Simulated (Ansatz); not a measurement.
Write the native input for Ansatz 0.2.0 that does the following.

```
Task                : single point
Functional          : PBEsol
Potentials or basis : Ansatz PAW
Cutoff              : 420 eV (not typed: the program's choice for these potentials)
k mesh              : 7 × 7 × 7
Occupations         : fermi-dirac, width 0.05 eV
Spin                : no spin polarisation
```

The system is BiTe.

```
Bi Te
1.0
     2.42271    1.39875    3.31729
    -2.42271    1.39875    3.31729
     0.00000   -2.79750    3.31729
Bi Te
1 1
Direct
  0.50000 0.50000 0.50000
  0.00000 0.00000 0.00000
```

The cell comes from a database or a generator and needn't be the stable form of this composition.

One way to write it, as run:

input.yaml

```yaml
crystal:
  lattice:
    - [2.4227077728, 1.3987509848, 3.3172919545]
    - [-2.4227077728, 1.3987509848, 3.3172919545]
    - [0.0, -2.7975019696, 3.3172919545]
  atoms:
    - { symbol: Bi, position: [0.5, 0.5, 0.5] }
    - { symbol: Te, position: [0.0, 0.0, 0.0] }
hamiltonian:
  xc: pbesol
  pseudopotentials: { kind: paw }
kpoints:
  mp_grid: { grid: [7, 7, 7] }
scf:
  occupations: { method: fermi_dirac, width: 0.05 }
output:
  forces: true
  stress: true
  eigenvalues: true
```

Potentials or basis: Ansatz PAW.

Launch:

```sh
$ ansatz run input.yaml --threads 2 --pin off --max-ram 5632MiB --backend cpu --events-out ev --progress --plain --runs-dir out
```

It gave:

The pressure is -2.3 GPa and the band gap on the k mesh is none (metal or under the smearing width).

Caveat: spin-orbit coupling is left out, which moves the levels of the heavy elements; the PAW data sets come from PBE, with cores solved anew for the run's functional, which leaves a small shift of forces and pressure.

Wall time 1.5 s on 2 threads of AMD EPYC 7R43 64-Core Processor (Zen 3), with other jobs on the host, peak memory 0.44 GiB.
